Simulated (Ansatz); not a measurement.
# SnAs: stiffness from strained cells

How stiff is the crystal, and how unevenly? Runs: reference run (LAPW and crystal datasets); at 5 GPa (LAPW). Companion runs by PAW are cited.

The COD entry's cell or inner coordinates are ideal or old and differ from later refinements, so a difference from it is no clean test against experiment.

Method: DFT LDA, all-electron LAPW and all-electron PAW on datasets made for the crystal («crystal datasets»), scalar-relativistic unless said, in Ansatz 0.2.0.

1 further run of the same task is left out (set aside as unsound or not needed).

**1. Starting point**

The structure is cubic, space group Fm-3m (No. 225). Conventional cell: a = 5.670 Å, b = 5.670 Å, c = 5.670 Å, α = 90.00°, β = 90.00°, γ = 90.00°. Sn (site symmetry m-3m) is surrounded by 6 As at 2.83 Å. Around As (site symmetry m-3m) lie 6 Sn at 2.83 Å.

Coordinates:

```
Sn As
1.0
     0.00000    2.83498    2.83498
     2.83498    0.00000    2.83498
     2.83498    2.83498    0.00000
Sn As
1 1
Direct
  0.00000 0.00000 0.00000
  0.50000 0.50000 0.50000
```

Cartesian axes are those of the input's lattice vectors. The structure goes back to a database entry.

**2. Reference run, LAPW**

input.yaml

```yaml
crystal:
  lattice:
    - [0.0, 2.83498460102, 2.83498460102]
    - [2.83498460102, 0.0, 2.83498460102]
    - [2.83498460102, 2.83498460102, 0.0]
  atoms:
    - { symbol: Sn, position: [0.0, 0.0, 0.0] }
    - { symbol: As, position: [0.5, 0.5, 0.5] }
kpoints:
  mp_grid: { grid: [12, 12, 12] }
scf:
  occupations: { method: fermi_dirac, width: 0.1 }
hamiltonian:
  xc: lda
  pseudopotentials: { kind: all_electron, lapw: { basis_error: 0.0005 } }
elastic:
  mode: relaxed_ion
  stencil: two_point
  amplitude: 0.005
```

Started as:

```bash
$ ansatz run input.yaml --threads 1 --pin off --max-ram 2560MiB --backend cpu --events-out ev --progress --plain --runs-dir out
```

Standard output:

```text
LAPW: plane waves up to 8.395 Å⁻¹, error target 5.0e-4 eV per atom; small_component_spin mean_spin; As in spheres of 1.332 Å, 23 of its electrons in bands, Dirac shells []; Sn in spheres of 1.418 Å, 22 of its electrons in bands, Dirac shells [] (how accurate: hamiltonian.pseudopotentials.lapw.basis_error, Limitations)
Engine: ansatz 0.2.0
Pseudopotentials: kind: all_electron
Pseudopotential: Sn, LAPW, valence charge 22, lapw/all_electron/scalar/gaussian/Sn, Koelling and Harmon's equation, gaussian nucleus
Pseudopotential: As, LAPW, valence charge 23, lapw/all_electron/scalar/gaussian/As, Koelling and Harmon's equation, gaussian nucleus
Functional definition: SPW92
  exchange = slater_x
  correlation = pw_c
Crystal: 2 atoms, lattice volume = 45.570 Å³
Basis set: ecut = 268.53741350007977 eV, 459 PW (Γ), exchange–correlation at level 2
Bands: 27, of which v1, the nominal top of the filled ones, is band 23 counted from 1 (22 counted from 0)
Symmetry: 48 space group operations
Space group: Fm-3m (ITA 225), of the structure as read, at distance tolerance 3.6e-5 Å
k-points: 72 of 1728
Non-local potential: Sn, projectors of the file, none
Non-local potential: As, projectors of the file, none
Initial density: superposition of atomic densities (chi_scale 0.1, normalization cell, long waves kept (reshape's long-wave potential 0.00 eV rms))
Initial wavefunctions: plane waves of lowest kinetic energy (no species holds an atomic orbital)
Functional: x = slater, c = lda
iter 1 solved again at ethr=7.33e-4 eV; its pass at ethr=1.00e-1 eV (dr2=3.30e-1 eV) is discarded
SCF iter   1: F=—  HF=-229386.817989 eV  |F-HF|=—  |Δ(HF+E_count)|=         —  Δρ=2.03e-2  dr2=3.31e-1  ethr=7.33e-4  ⟨swp⟩=2.3  Hψ=12385  notcnv=0
preconditioner: auto → Kerker (q_TF=auto, 2.723 Å⁻¹)  [metal: Δε(μ)=0.102 eV  Ē_g=18.085 eV  σ=0.100 eV  W_gap=0.25  n_scr=14 (ndim 8)  ℏωp=24.0 eV  f_vac=0.000  D(μ)=0.48/eV (n_scr^D=0)]
SCF iter   2: F=—  HF=-229386.729038 eV  |F-HF|=—  |Δ(HF+E_count)|=   8.90e-2  Δρ=1.25e-2  dr2=1.26e-1  ethr=7.33e-4  ⟨swp⟩=2.0  Hψ=5767  notcnv=0
SCF iter   3: F=—  HF=-229386.704141 eV  |F-HF|=—  |Δ(HF+E_count)|=   2.49e-2  Δρ=5.85e-3  dr2=2.95e-2  ethr=2.80e-4  ⟨swp⟩=2.0  Hψ=5689  notcnv=0
iter 4 solved again at ethr=4.75e-6 eV; its pass at ethr=6.55e-5 eV (dr2=2.14e-3 eV) is discarded
SCF iter   4: F=—  HF=-229386.699870 eV  |F-HF|=—  |Δ(HF+E_count)|=   4.27e-3  Δρ=1.66e-3  dr2=2.14e-3  ethr=4.75e-6  ⟨swp⟩=2.0  Hψ=9732  notcnv=0
SCF iter   5: F=—  HF=-229386.698322 eV  |F-HF|=—  |Δ(HF+E_count)|=   1.55e-3  Δρ=5.03e-4  dr2=1.01e-4  ethr=4.75e-6  ⟨swp⟩=2.0  Hψ=5682  notcnv=0
SCF iter   6: F=—  HF=-229386.698350 eV  |F-HF|=—  |Δ(HF+E_count)|=   2.77e-5  Δρ=1.45e-4  dr2=9.12e-6  ethr=2.25e-7  ⟨swp⟩=2.0  Hψ=5683  notcnv=0
SCF iter   7: F=—  HF=-229386.698345 eV  |F-HF|=—  |Δ(HF+E_count)|=   4.67e-6  Δρ=6.22e-5  dr2=2.23e-6  ethr=2.03e-8  ⟨swp⟩=2.0  Hψ=5683  notcnv=0
SCF iter   8: F=—  HF=-229386.698344 eV  |F-HF|=—  |Δ(HF+E_count)|=   1.35e-6  Δρ=2.37e-5  dr2=3.82e-7  ethr=4.96e-9  ⟨swp⟩=2.0  Hψ=5683  notcnv=0
SCF iter   9: F=—  HF=-229386.698344 eV  |F-HF|=—  |Δ(HF+E_count)|=   2.24e-8  Δρ=9.03e-6  dr2=6.17e-8  ethr=8.49e-10  ⟨swp⟩=2.0  Hψ=5682  notcnv=0
SCF iter  10: F=—  HF=-229386.698344 eV  |F-HF|=—  |Δ(HF+E_count)|=   7.89e-9  Δρ=2.06e-6  dr2=2.74e-9  ethr=1.37e-10  ⟨swp⟩=2.0  Hψ=5682  notcnv=0
SCF iter  11: F=—  HF=-229386.698344 eV  |F-HF|=—  |Δ(HF+E_count)|=  2.04e-10  Δρ=4.53e-7  dr2=1.01e-10  ethr=6.08e-12  ⟨swp⟩=2.0  Hψ=5682  notcnv=0
SCF iter  12: F=—  HF=-229386.698344 eV  |F-HF|=—  |Δ(HF+E_count)|=  5.82e-11  Δρ=1.47e-7  dr2=9.08e-12  ethr=3.00e-12 (applied; sched 1.00e-12)  ⟨swp⟩=2.0  Hψ=5682  notcnv=0
SCF iter  13: F=—  HF=-229386.698344 eV  |F-HF|=—  |Δ(HF+E_count)|=  3.20e-10  Δρ=4.20e-8  dr2=7.35e-13  ethr=3.00e-12 (applied; sched 1.00e-12)  ⟨swp⟩=2.0  Hψ=5682  notcnv=0
SCF iter  14: F=—  HF=-229386.698344 eV  |F-HF|=—  |Δ(HF+E_count)|=  1.46e-10  Δρ=2.25e-8  dr2=2.25e-13  ethr=3.00e-12 (applied; sched 1.00e-12)  ⟨swp⟩=2.0  Hψ=5682  notcnv=0
SCF iter  15: F=-229386.698344 eV  HF=-229386.698344 eV  |F-HF|=2.91e-11  |Δ(HF+E_count)|=  1.46e-10  Δρ=9.89e-9  dr2=3.40e-14  ethr=3.00e-12 (applied; sched 1.00e-12)  ⟨swp⟩=2.0  Hψ=5682  notcnv=0
SCF 1 converged in 15 iterations: F = -229386.698344 eV  dr2 = 3.40e-14
Crystal: 2 atoms, lattice volume = 45.342 Å³
Basis set: ecut = 269.43628455076015 eV, 459 PW (Γ), exchange–correlation at level 2
Symmetry: 16 space group operations
k-points: 163 of 1728
Initial density: handed on by an earlier stage of this run
Initial wavefunctions: plane waves of lowest kinetic energy (no species holds an atomic orbital; no wavefunctions were taken with the density)
iter 1 solved again at ethr=8.94e-8 eV; its pass at ethr=1.00e-1 eV (dr2=4.03e-5 eV) is discarded
SCF iter   1: F=—  HF=-229386.697720 eV  |F-HF|=—  |Δ(HF+E_count)|=         —  Δρ=2.56e-4  dr2=3.58e-5  ethr=8.94e-8  ⟨swp⟩=5.2  Hψ=37550  notcnv=0
preconditioner: auto → Kerker (q_TF=auto, 2.725 Å⁻¹)  [metal: Δε(μ)=0.025 eV  Ē_g=18.467 eV  σ=0.100 eV  W_gap=0.06  n_scr=14 (ndim 8)  ℏωp=24.0 eV  f_vac=0.026  D(μ)=0.47/eV (n_scr^D=0)]
SCF iter   2: F=—  HF=-229386.697712 eV  |F-HF|=—  |Δ(HF+E_count)|=   8.16e-6  Δρ=1.70e-4  dr2=1.67e-5  ethr=7.96e-8  ⟨swp⟩=2.0  Hψ=12863  notcnv=0
iter 3 solved again at ethr=2.17e-9 eV; its pass at ethr=3.72e-8 eV (dr2=9.76e-7 eV) is discarded
SCF iter   3: F=—  HF=-229386.697706 eV  |F-HF|=—  |Δ(HF+E_count)|=   5.76e-6  Δρ=3.72e-5  dr2=9.74e-7  ethr=2.17e-9  ⟨swp⟩=2.0  Hψ=22102  notcnv=0
SCF iter   4: F=—  HF=-229386.697706 eV  |F-HF|=—  |Δ(HF+E_count)|=   1.59e-7  Δρ=7.66e-6  dr2=3.87e-8  ethr=2.17e-9  ⟨swp⟩=2.5  Hψ=12947  notcnv=0
SCF iter   5: F=—  HF=-229386.697706 eV  |F-HF|=—  |Δ(HF+E_count)|=   6.11e-8  Δρ=5.83e-6  dr2=1.95e-8  ethr=8.60e-11  ⟨swp⟩=2.0  Hψ=12863  notcnv=0
SCF iter   6: F=—  HF=-229386.697706 eV  |F-HF|=—  |Δ(HF+E_count)|=  2.91e-10  Δρ=2.36e-6  dr2=3.58e-9  ethr=4.34e-11  ⟨swp⟩=2.0  Hψ=12863  notcnv=0
SCF iter   7: F=—  HF=-229386.697706 eV  |F-HF|=—  |Δ(HF+E_count)|=  7.57e-10  Δρ=7.43e-7  dr2=4.65e-10  ethr=7.96e-12  ⟨swp⟩=2.0  Hψ=12863  notcnv=0
SCF iter   8: F=—  HF=-229386.697706 eV  |F-HF|=—  |Δ(HF+E_count)|=  7.57e-10  Δρ=3.41e-7  dr2=5.25e-11  ethr=3.00e-12 (applied; sched 1.03e-12)  ⟨swp⟩=2.0  Hψ=12863  notcnv=0
SCF iter   9: F=—  HF=-229386.697706 eV  |F-HF|=—  |Δ(HF+E_count)|=  2.91e-10  Δρ=8.64e-8  dr2=5.25e-12  ethr=3.00e-12 (applied; sched 1.00e-12)  ⟨swp⟩=2.0  Hψ=12863  notcnv=0
SCF iter  10: F=—  HF=-229386.697706 eV  |F-HF|=—  |Δ(HF+E_count)|=  5.82e-11  Δρ=3.06e-8  dr2=3.76e-13  ethr=3.00e-12 (applied; sched 1.00e-12)  ⟨swp⟩=2.0  Hψ=12863  notcnv=0
SCF iter  11: F=-229386.697706 eV  HF=-229386.697706 eV  |F-HF|=2.91e-11  |Δ(HF+E_count)|=  2.91e-10  Δρ=9.58e-9  dr2=2.06e-14  ethr=3.00e-12 (applied; sched 1.00e-12)  ⟨swp⟩=2.0  Hψ=12863  notcnv=0
SCF 2 converged in 11 iterations: F = -229386.697706 eV  dr2 = 2.06e-14
Crystal: 2 atoms, lattice volume = 45.798 Å³
Basis set: ecut = 267.6460019739502 eV, 459 PW (Γ), exchange–correlation at level 2
iter 1 solved again at ethr=1.00e-7 eV; its pass at ethr=1.00e-1 eV (dr2=4.52e-5 eV) is discarded
SCF iter   1: F=—  HF=-229386.697760 eV  |F-HF|=—  |Δ(HF+E_count)|=         —  Δρ=2.50e-4  dr2=3.46e-5  ethr=1.00e-7  ⟨swp⟩=5.2  Hψ=37450  notcnv=0
preconditioner: auto → Kerker (q_TF=auto, 2.720 Å⁻¹)  [metal: Δε(μ)=0.035 eV  Ē_g=18.416 eV  σ=0.100 eV  W_gap=0.09  n_scr=14 (ndim 8)  ℏωp=23.9 eV  f_vac=0.029  D(μ)=0.47/eV (n_scr^D=0)]
SCF iter   2: F=—  HF=-229386.697752 eV  |F-HF|=—  |Δ(HF+E_count)|=   7.77e-6  Δρ=1.67e-4  dr2=1.62e-5  ethr=7.69e-8  ⟨swp⟩=2.0  Hψ=12864  notcnv=0
iter 3 solved again at ethr=2.13e-9 eV; its pass at ethr=3.61e-8 eV (dr2=9.57e-7 eV) is discarded
SCF iter   3: F=—  HF=-229386.697747 eV  |F-HF|=—  |Δ(HF+E_count)|=   5.49e-6  Δρ=3.66e-5  dr2=9.55e-7  ethr=2.13e-9  ⟨swp⟩=2.0  Hψ=22102  notcnv=0
SCF iter   4: F=—  HF=-229386.697747 eV  |F-HF|=—  |Δ(HF+E_count)|=   2.00e-7  Δρ=6.77e-6  dr2=2.69e-8  ethr=2.12e-9  ⟨swp⟩=2.7  Hψ=12985  notcnv=0
SCF iter   5: F=—  HF=-229386.697747 eV  |F-HF|=—  |Δ(HF+E_count)|=   8.67e-9  Δρ=4.56e-6  dr2=1.35e-8  ethr=5.98e-11  ⟨swp⟩=2.0  Hψ=12864  notcnv=0
SCF iter   6: F=—  HF=-229386.697747 eV  |F-HF|=—  |Δ(HF+E_count)|=   3.87e-9  Δρ=2.43e-6  dr2=4.04e-9  ethr=3.01e-11  ⟨swp⟩=2.0  Hψ=12864  notcnv=0
SCF iter   7: F=—  HF=-229386.697747 eV  |F-HF|=—  |Δ(HF+E_count)|=  6.40e-10  Δρ=6.28e-7  dr2=2.92e-10  ethr=8.98e-12  ⟨swp⟩=2.0  Hψ=12864  notcnv=0
SCF iter   8: F=—  HF=-229386.697747 eV  |F-HF|=—  |Δ(HF+E_count)|=  2.33e-10  Δρ=1.81e-7  dr2=2.95e-11  ethr=3.00e-12 (applied; sched 1.00e-12)  ⟨swp⟩=2.0  Hψ=12864  notcnv=0
SCF iter   9: F=—  HF=-229386.697747 eV  |F-HF|=—  |Δ(HF+E_count)|=    0.00e0  Δρ=1.28e-7  dr2=1.03e-11  ethr=3.00e-12 (applied; sched 1.00e-12)  ⟨swp⟩=2.0  Hψ=12864  notcnv=0
SCF iter  10: F=—  HF=-229386.697747 eV  |F-HF|=—  |Δ(HF+E_count)|=  2.04e-10  Δρ=3.45e-8  dr2=8.23e-13  ethr=3.00e-12 (applied; sched 1.00e-12)  ⟨swp⟩=2.0  Hψ=12864  notcnv=0
SCF iter  11: F=-229386.697747 eV  HF=-229386.697747 eV  |F-HF|=4.66e-10  |Δ(HF+E_count)|=  2.62e-10  Δρ=1.06e-8  dr2=2.37e-14  ethr=3.00e-12 (applied; sched 1.00e-12)  ⟨swp⟩=2.0  Hψ=12864  notcnv=0
SCF 3 converged in 11 iterations: F = -229386.697747 eV  dr2 = 2.37e-14
Basis set: ecut = 268.5385324117969 eV, 459 PW (Γ), exchange–correlation at level 2
Symmetry: 8 space group operations
k-points: 280 of 1728
iter 1 solved again at ethr=3.20e-8 eV; its pass at ethr=1.00e-1 eV (dr2=1.44e-5 eV) is discarded
SCF iter   1: F=—  HF=-229386.698225 eV  |F-HF|=—  |Δ(HF+E_count)|=         —  Δρ=8.55e-5  dr2=5.66e-6  ethr=3.20e-8  ⟨swp⟩=5.5  Hψ=65989  notcnv=0
preconditioner: auto → Kerker (q_TF=auto, 2.723 Å⁻¹)  [metal: Δε(μ)=0.012 eV  Ē_g=18.439 eV  σ=0.100 eV  W_gap=0.03  n_scr=14 (ndim 8)  ℏωp=24.0 eV  f_vac=0.029  D(μ)=0.47/eV (n_scr^D=0)]
SCF iter   2: F=—  HF=-229386.698224 eV  |F-HF|=—  |Δ(HF+E_count)|=   9.01e-7  Δρ=5.99e-5  dr2=2.98e-6  ethr=1.26e-8  ⟨swp⟩=2.0  Hψ=22097  notcnv=0
iter 3 solved again at ethr=5.30e-10 eV; its pass at ethr=6.62e-9 eV (dr2=2.39e-7 eV) is discarded
SCF iter   3: F=—  HF=-229386.698223 eV  |F-HF|=—  |Δ(HF+E_count)|=   8.62e-7  Δρ=1.55e-5  dr2=2.39e-7  ethr=5.30e-10  ⟨swp⟩=2.0  Hψ=38175  notcnv=0
SCF iter   4: F=—  HF=-229386.698223 eV  |F-HF|=—  |Δ(HF+E_count)|=   5.56e-8  Δρ=3.60e-6  dr2=5.52e-9  ethr=5.30e-10  ⟨swp⟩=3.0  Hψ=22704  notcnv=0
SCF iter   5: F=—  HF=-229386.698223 eV  |F-HF|=—  |Δ(HF+E_count)|=   1.39e-8  Δρ=2.93e-6  dr2=2.78e-9  ethr=1.23e-11  ⟨swp⟩=2.0  Hψ=22098  notcnv=0
SCF iter   6: F=—  HF=-229386.698223 eV  |F-HF|=—  |Δ(HF+E_count)|=   1.34e-9  Δρ=7.87e-7  dr2=2.20e-10  ethr=6.17e-12  ⟨swp⟩=2.0  Hψ=22101  notcnv=0
SCF iter   7: F=—  HF=-229386.698223 eV  |F-HF|=—  |Δ(HF+E_count)|=  2.62e-10  Δρ=2.44e-7  dr2=2.70e-11  ethr=3.00e-12 (applied; sched 1.00e-12)  ⟨swp⟩=2.0  Hψ=22097  notcnv=0
SCF iter   8: F=—  HF=-229386.698223 eV  |F-HF|=—  |Δ(HF+E_count)|=  2.91e-11  Δρ=8.24e-8  dr2=1.49e-12  ethr=3.00e-12 (applied; sched 1.00e-12)  ⟨swp⟩=2.0  Hψ=22097  notcnv=0
SCF iter   9: F=-229386.698223 eV  HF=-229386.698223 eV  |F-HF|=2.91e-11  |Δ(HF+E_count)|=  2.91e-11  Δρ=1.41e-8  dr2=6.42e-14  ethr=3.00e-12 (applied; sched 1.00e-12)  ⟨swp⟩=2.0  Hψ=22097  notcnv=0
SCF 4 converged in 9 iterations: F = -229386.698223 eV  dr2 = 6.42e-14
Basis set: ecut = 268.538532411797 eV, 459 PW (Γ), exchange–correlation at level 2
iter 1 solved again at ethr=3.05e-8 eV; its pass at ethr=1.00e-1 eV (dr2=1.37e-5 eV) is discarded
SCF iter   1: F=—  HF=-229386.698225 eV  |F-HF|=—  |Δ(HF+E_count)|=         —  Δρ=8.55e-5  dr2=5.66e-6  ethr=3.05e-8  ⟨swp⟩=5.6  Hψ=66100  notcnv=0
SCF iter   2: F=—  HF=-229386.698224 eV  |F-HF|=—  |Δ(HF+E_count)|=   9.02e-7  Δρ=5.99e-5  dr2=2.98e-6  ethr=1.26e-8  ⟨swp⟩=2.0  Hψ=22097  notcnv=0
iter 3 solved again at ethr=5.30e-10 eV; its pass at ethr=6.62e-9 eV (dr2=2.38e-7 eV) is discarded
SCF iter   3: F=—  HF=-229386.698223 eV  |F-HF|=—  |Δ(HF+E_count)|=   8.63e-7  Δρ=1.55e-5  dr2=2.38e-7  ethr=5.30e-10  ⟨swp⟩=2.0  Hψ=38171  notcnv=0
SCF iter   4: F=—  HF=-229386.698223 eV  |F-HF|=—  |Δ(HF+E_count)|=   5.62e-8  Δρ=3.59e-6  dr2=5.46e-9  ethr=5.30e-10  ⟨swp⟩=3.0  Hψ=22704  notcnv=0
SCF iter   5: F=—  HF=-229386.698223 eV  |F-HF|=—  |Δ(HF+E_count)|=   1.27e-8  Δρ=2.90e-6  dr2=2.73e-9  ethr=1.21e-11  ⟨swp⟩=2.0  Hψ=22098  notcnv=0
SCF iter   6: F=—  HF=-229386.698223 eV  |F-HF|=—  |Δ(HF+E_count)|=  9.31e-10  Δρ=7.96e-7  dr2=2.23e-10  ethr=6.06e-12  ⟨swp⟩=2.0  Hψ=22099  notcnv=0
SCF iter   7: F=—  HF=-229386.698223 eV  |F-HF|=—  |Δ(HF+E_count)|=  7.57e-10  Δρ=2.38e-7  dr2=2.60e-11  ethr=3.00e-12 (applied; sched 1.00e-12)  ⟨swp⟩=2.0  Hψ=22097  notcnv=0
SCF iter   8: F=—  HF=-229386.698223 eV  |F-HF|=—  |Δ(HF+E_count)|=  6.40e-10  Δρ=8.10e-8  dr2=1.45e-12  ethr=3.00e-12 (applied; sched 1.00e-12)  ⟨swp⟩=2.0  Hψ=22097  notcnv=0
SCF iter   9: F=-229386.698223 eV  HF=-229386.698223 eV  |F-HF|=2.91e-11  |Δ(HF+E_count)|=  3.49e-10  Δρ=1.38e-8  dr2=6.17e-14  ethr=3.00e-12 (applied; sched 1.00e-12)  ⟨swp⟩=2.0  Hψ=22097  notcnv=0
SCF 5 converged in 9 iterations: F = -229386.698223 eV  dr2 = 6.17e-14
SCF converged after 15 iterations
Free energy (F): -229386.698344 eV
Harris-Foulkes:  -229386.698344 eV  (|F-HF|=2.91e-11)
Internal energy: -229386.681486 eV  (E = F + TS)
E sigma→0 (E₀):  -229386.689915 eV
Entropy (-TS):   -0.016857 eV (-8.429 meV/atom)
Fermi energy:    13.297402 eV
--- Per-component energies (eV) ---
  E_band       = -1927.380918
  E_kinetic    = 239374.351275
  E_xc         = -6550.436035
  E_electrostatic = -462210.596726  (all electrons and nuclei)
  E_smearing   = -0.016857  (= −TS)
  E_closure    = 0.000000  (closes the sum)
  E_atoms      = -229376.629774  (free atoms, spherical and without spin; not in F)
  Σ components = -229386.698344   (vs F -229386.698344, Δ=0.00e0)
  Basis errors (estimates in eV, not in F): energy 1.6e-4 per atom: plane waves 1.6e-4 (8.7e-5 summed), levels above the bands 8.8e-29, relativity 2.9e-9, radial functions 5.4e-6, core shells 3.0e-8; eigenvalues (radial functions only) 3.1e-7; not estimated: angular momenta, meshes, grids; target (lapw.basis_error) 5.0e-4; muffin-tin radii As 1.332 Å, Sn 1.418 Å
--- Forces (eV/Å), atoms counted from 1 ---
  atom   1  Sn     0.00000000     0.00000000    -0.00000000
  atom   2  As    -0.00000000     0.00000000     0.00000000
  max |Σ_I F_I| component: 2.47e-31 eV/Å
--- Stress (GPa, compression-positive) ---
        0.004888      -0.000000       0.000000
       -0.000000       0.004888       0.000000
        0.000000       0.000000       0.004888
  P = ⅓ Tr σ = 0.0049 GPa (0.049 kbar)
--- Band table (eV; the first three rows and the last of 72) ---
  k-point 0: bands = ["-170.8614", "-115.7930", "-114.7773", "-114.7773", "-114.7773", "-71.7142", "-71.7142", "-71.7142", "-22.3385", "-22.3385", "-22.3307", "-22.3307", "-22.3307", "-8.1797", "-8.1797", "-8.1660", "-8.1660", "-8.1660", "-0.1495", "10.6331", "12.1547", "12.1547", "12.1547", "18.8126", "18.8126", "18.8126", "19.3933"]
  k-point 1: bands = ["-170.8614", "-115.7930", "-114.7773", "-114.7773", "-114.7773", "-71.7142", "-71.7142", "-71.7142", "-22.3385", "-22.3385", "-22.3306", "-22.3306", "-22.3306", "-8.1805", "-8.1805", "-8.1657", "-8.1646", "-8.1646", "-0.0639", "9.8728", "12.1645", "12.1645", "12.7483", "18.2576", "18.2668", "18.2668", "19.3946"]
  k-point 2: bands = ["-170.8614", "-115.7930", "-114.7773", "-114.7773", "-114.7773", "-71.7142", "-71.7142", "-71.7142", "-22.3384", "-22.3384", "-22.3306", "-22.3304", "-22.3304", "-8.1835", "-8.1835", "-8.1651", "-8.1604", "-8.1604", "0.1901", "8.6001", "12.2024", "12.2024", "13.4985", "17.2758", "17.2758", "17.4388", "19.4331"]
  k-point 71: bands = ["-170.8614", "-115.7930", "-114.7773", "-114.7773", "-114.7773", "-71.7143", "-71.7143", "-71.7143", "-22.3387", "-22.3377", "-22.3300", "-22.3300", "-22.3289", "-8.2204", "-8.1801", "-8.1557", "-8.1557", "-8.1290", "2.8110", "6.0558", "8.3171", "8.3171", "14.2236", "15.4617", "19.3238", "19.3238", "22.2680"]
--- Elastic constants: 2 strain directions × 2 members + reference (group order 48) ---
  dense FFT box of the reference and of every strained cell: 24×24×24
  strains applied: 11, 23; error gains: componentwise 1.00 (the most a stress slope's error grows in a printed constant), spectral 1.73 (1 for all six strains in a standard setting)
  C = ∂σ_k/∂η_j (tension-positive GPa; Voigt order 11 22 33 23 13 12):
       173.699     28.586     28.586      0.000      0.000     -0.000
        28.586    173.699     28.586     -0.000     -0.000      0.000
        28.586     28.586    173.699     -0.000     -0.000      0.000
        -0.000      0.000      0.000     33.808     -0.000     -0.000
         0.000      0.000      0.000      0.000     33.808     -0.000
        -0.000      0.000      0.000     -0.000     -0.000     33.808
  reference stress σ⁰ (GPa):     -0.005     -0.005     -0.005     -0.000      0.000      0.000
  no Pulay correction (none for the plane-wave cutoff is built on LAPW): the batch's stresses and constants are at fixed plane waves
  C* (energy form; C + prestress term) asymmetry max|C*_kj − C*_jk| = 3.553e-15 GPa — a small one proves nothing (zero by symmetry where the batch's group is 432, −43m or m−3m); a large one is finite-difference/SCF noise where every solve meets its electron count
  moduli (Voigt/Reuss/Hill, GPa): K = 76.96/76.96/76.96   G = 49.31/42.99/46.15   E = 115.38   ν = 0.250
  mechanically stable: yes (min eigenvalue of sym C = 33.81 GPa)
  where every solve meets its electron count the energy-path curvature estimates C_jj along a normal strain and C_jj − ¼(σ⁰_aa + σ⁰_bb) along a shear (ab), closely only under elastic.basis: deformed
  strain η (Voigt 11):  stress-route row diagonal C_11 = 173.70 GPa, energy-path curvature d²(F+E_count)/dδ²/Ω₀ = 173.65 GPa
         δ    σ_11 (GPa)             F (eV)   n_scf  n_hpsi   n_pw
    -5.000e-3      -0.9016     -229386.6977058      11  177473    468   relax 0 steps, max|allowed force component| 5.92e-31 eV/Å
     5.000e-3       0.8354     -229386.6977466      11  177409    468   relax 0 steps, max|allowed force component| 1.58e-30 eV/Å
  strain η (Voigt 23):  stress-route row diagonal C_44 = 33.81 GPa, energy-path curvature d²(F+E_count)/dδ²/Ω₀ = 33.82 GPa
         δ    σ_23 (GPa)             F (eV)   n_scf  n_hpsi   n_pw
    -5.000e-3      -0.1690     -229386.6982234       9  262843    468   relax 0 steps, max|allowed force component| 6.56e-30 eV/Å
     5.000e-3       0.1690     -229386.6982234       9  262956    468   relax 0 steps, max|allowed force component| 1.55e-30 eV/Å
```

Wall time 2.3 min (1 thread of Intel Xeon 6975P-C (Granite Rapids), shared host); peak memory 1.1 GiB.

C in GPa (Voigt order xx, yy, zz, yz, xz, xy):

```
173.7  28.6  28.6   0.0   0.0   0.0
 28.6 173.7  28.6   0.0   0.0   0.0
 28.6  28.6 173.7   0.0   0.0   0.0
  0.0   0.0   0.0  33.8   0.0   0.0
  0.0   0.0   0.0   0.0  33.8   0.0
  0.0   0.0   0.0   0.0   0.0  33.8
```

[end of part 1 of 3]
